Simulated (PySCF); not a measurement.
**AlNH4SO (SMILES [NH2][Al]([OH])[SH]): levels of theory compared**

Aim: a comparison of 5 runs (HF/3-21G, HF/def2-SVP, B2PLYP/STO-3G, B2PLYP/def2-SVP, BP86/pcseg-2) of AlNH4SO. The job is set up through a Python script.

The calculation is run with PySCF 2.14.0.

### 1 The system as given

The species is AlNH4SO (8 atoms), meant as a singlet with charge 0. As SMILES, `[NH2][Al]([OH])[SH]`. The coordinates come from a PBE0-D4/def2-TZVP relaxation. This is one conformer, not always the lowest.

Bond lengths: N1–Al2 1.761 Å, Al2–O3 1.693 Å, Al2–S4 2.178 Å, N1–H5 1.006 Å, N1–H6 1.007 Å, O3–H7 0.955 Å, S4–H8 1.344 Å. Angles: N1–Al2–O3 123.7°, N1–Al2–S4 119.4°, O3–Al2–S4 116.9°, Al2–N1–H5 125.7°, Al2–N1–H6 124.1°, Al2–O3–H7 125.1°, Al2–S4–H8 91.5°, H5–N1–H6 110.2°.

### 2 Energy and forces at HF/3-21G (run 1)

The input, input.py:

```python
import pyscf.grad
from pyscf import gto, scf

mol = gto.M(
    atom='''
N       -0.448900       1.481100       0.151700
Al      -0.001700      -0.212600      -0.028900
O        1.598400      -0.763100      -0.074000
S       -1.566000      -1.717100      -0.210400
H        0.192800       2.250800       0.241800
H       -1.398500       1.814200       0.179400
H        2.372300      -0.208400      -0.005300
H       -0.656100      -2.701900      -0.310000
''',
    max_memory=1860,
    verbose=3,
    basis='3-21g',
    spin=0,
)

mf = scf.RHF(mol)
mf.conv_tol = 1e-10
mf.kernel()
if not mf.converged:
    mf = mf.newton().run(mf.mo_coeff, mf.mo_occ)

e_tot = mf.e_tot
print(f'total energy: {e_tot:.8f} hartree')
grad = mf.Gradients().kernel()
mf.analyze()
```

Run with:

```console
$ OMP_NUM_THREADS=1 python input.py
```

The program printed:

```text
converged SCF energy = -767.213396873959
[... 16 lines left out ...]
MO #7   energy= -6.56260283982809  occ= 2
[... 8 lines left out ...]
MO #16  energy= -0.676176601761881 occ= 2
[... 8 lines left out ...]
MO #25  energy= 0.121603766916472  occ= 0
[... 8 lines left out ...]
MO #34  energy= 0.404462498511374  occ= 0
[... 8 lines left out ...]
MO #43  energy= 1.29690063793807   occ= 0
[... 8 lines left out ...]
MO #52  energy= 3.13229408967749   occ= 0
[... 9 lines left out ...]
Dipole moment(X, Y, Z, Debye):  2.55062,  3.34316,  0.39667
```

Run time: 4.2 s. Hardware: 1 thread of Intel Xeon at 2.50GHz (Skylake/Cascade Lake), shared host; peak memory 0.13 GiB.

### 3 Energy and forces at HF/def2-SVP (run 2)

The input, calc.py:

```python
# [NH2][Al]([OH])[SH]
from pyscf import gto, scf

mol = gto.M(
    atom='''
N     -0.848298     2.798873     0.286671
Al    -0.003213    -0.401756    -0.054613
O      3.020538    -1.442050    -0.139840
S     -2.959311    -3.244849    -0.397598
H      0.364339     4.253396     0.456936
H     -2.642782     3.428341     0.339017
H      4.482997    -0.393819    -0.010016
H     -1.239849    -5.105851    -0.585815
''',
    verbose=4,
    max_memory=1860,
    unit='bohr',
    basis='def2-svp',
)

myscf = scf.RHF(mol)
myscf.conv_tol = 1e-10
myscf.kernel()
if not myscf.converged:
    myscf = myscf.newton().run(myscf.mo_coeff, myscf.mo_occ)

etot = myscf.e_tot
print('Final energy', etot)
grad = myscf.nuc_grad_method().kernel()
dip = myscf.dip_moment()
pop, q = myscf.mulliken_pop()
```

Run with:

```console
$ OMP_NUM_THREADS=1 python calc.py
```

The program printed:

```text
PySCF version 2.14.0

[... 64 lines left out ...]
converged SCF energy = -770.932206716559
Final energy -770.9322067165591
[... 11 lines left out ...]
Dipole moment(X, Y, Z, Debye):  1.66977,  2.55300,  0.30051
[... 93 lines left out ...]
charge of    7H =      0.08928
```

Wall time 13 s (1 thread of Intel Xeon at 2.50GHz (Skylake/Cascade Lake), shared host); peak memory 0.17 GiB.

Run 3 isn't shown in full; the table further down has it.

### 4 The energy at B2PLYP/def2-SVP (run 4)

The input, input.py:

```python
from pyscf import gto, dft, mp

molecule = gto.M(
    atom='''
N       -0.448900       1.481100       0.151700
Al      -0.001700      -0.212600      -0.028900
O        1.598400      -0.763100      -0.074000
S       -1.566000      -1.717100      -0.210400
H        0.192800       2.250800       0.241800
H       -1.398500       1.814200       0.179400
H        2.372300      -0.208400      -0.005300
H       -0.656100      -2.701900      -0.310000
''',
    max_memory=1860,
    verbose=4,
    spin=0,
    basis='def2-svp',
)

mf = dft.RKS(molecule, xc='0.53*HF + 0.47*B88, 0.73*LYP')
mf.grids.level = 5
mf.conv_tol = 1e-10
mf.kernel()
if not mf.converged:
    mf = mf.newton().run(mf.mo_coeff, mf.mo_occ)

pt = mp.MP2(mf, frozen=12).run()
energy = mf.e_tot + 0.27 * pt.e_corr
print('PT2 part  %.8f' % (0.27 * pt.e_corr))
print('E = %.10f Eh' % energy)
dip = mf.dip_moment()
pop, q = mf.mulliken_pop()
```

Run with:

```console
$ OMP_NUM_THREADS=1 python input.py
```

The program printed:

```text
PySCF version 2.14.0

[... 80 lines left out ...]
converged SCF energy = -772.273967368191
[... 10 lines left out ...]
Dipole moment(X, Y, Z, Debye):  1.56861,  2.44717,  0.28732
[... 93 lines left out ...]
charge of    7H =      0.08454
```

Wall time 32 s (1 thread of Intel Xeon at 2.50GHz (Skylake/Cascade Lake), shared host); peak memory 0.43 GiB.

### 5 Energy and forces at BP86/pcseg-2 (run 5)

The input, input.py:

```python
import pyscf.grad
from pyscf import gto, dft

molecule = gto.Mole()
molecule.atom = '''
N     -0.848298     2.798873     0.286671
Al    -0.003213    -0.401756    -0.054613
O      3.020538    -1.442050    -0.139840
S     -2.959311    -3.244849    -0.397598
H      0.364339     4.253396     0.456936
H     -2.642782     3.428341     0.339017
H      4.482997    -0.393819    -0.010016
H     -1.239849    -5.105851    -0.585815
'''
molecule.verbose = 3
molecule.spin = 0
molecule.unit = 'bohr'
molecule.basis = 'pcseg-2'
molecule.max_memory = 1860
molecule.build()

ks = dft.RKS(molecule)
ks.xc = 'bp86'
ks.conv_tol = 1e-10
ks.grids.level = 5
ks.kernel()
if not ks.converged:
    ks = ks.newton().run(ks.mo_coeff, ks.mo_occ)

e_tot = ks.e_tot
print('Final energy', e_tot)
grad = ks.Gradients().kernel()
dip = ks.dip_moment()
pop, q = ks.mulliken_pop()
```

Run with:

```console
$ OMP_NUM_THREADS=1 python input.py
```

The program printed:

```text
converged SCF energy = -773.311492249042
Final energy -773.3114922490415
[... 8 lines left out ...]
Dipole moment(X, Y, Z, Debye):  1.37063,  2.27002,  0.26511
[... 193 lines left out ...]
charge of    7H =      0.09526
```

Run time: 5.1 min. Hardware: 1 thread of Intel Xeon at 2.50GHz (Skylake/Cascade Lake), shared host; peak memory 2.6 GiB.

### 6 The series

```csv
run,level,task,frozen core orbitals,energy (Eh),dipole moment (D),HOMO energy (eV),LUMO energy (eV),wall time
1,HF/3-21G,gradient,–,-767.213397,4.22,-10.14,3.31,4.2 s
2,HF/def2-SVP,gradient,–,-770.932207,3.07,-9.99,2.88,13 s
3,B2PLYP/STO-3G,energy,12,-763.479604,2.38,-4.30,7.55,19 s
4,B2PLYP/def2-SVP,energy,12,-772.454943,2.92,-8.07,1.08,32 s
5,BP86/pcseg-2,gradient,–,-773.311492,2.66,-6.15,-1.21,5.1 min
```

### 7 Summary of results

```
                       quantity          value
            run 5: total energy  -773.31149 Eh
           run 5: dipole moment         2.66 D
             run 5: HOMO energy       -6.15 eV
             run 5: LUMO energy       -1.21 eV
           run 5: HOMO–LUMO gap        4.94 eV
run 5: largest force on an atom     0.511 eV/Å
```

In words: The dipole moment (its size) runs from 2.38 D (B2PLYP/STO-3G) to 4.22 D (HF/3-21G). The two ends differ in method and basis. A double hybrid's value is that of its SCF part. The HOMO–LUMO gap runs from 4.94 eV (BP86/pcseg-2) to 13.45 eV (HF/3-21G). Totals of different functionals can't be ranked against each other. In run 3 the basis is minimal, so the values are rough. All runs together took 6.2 min, the longest 5.1 min.
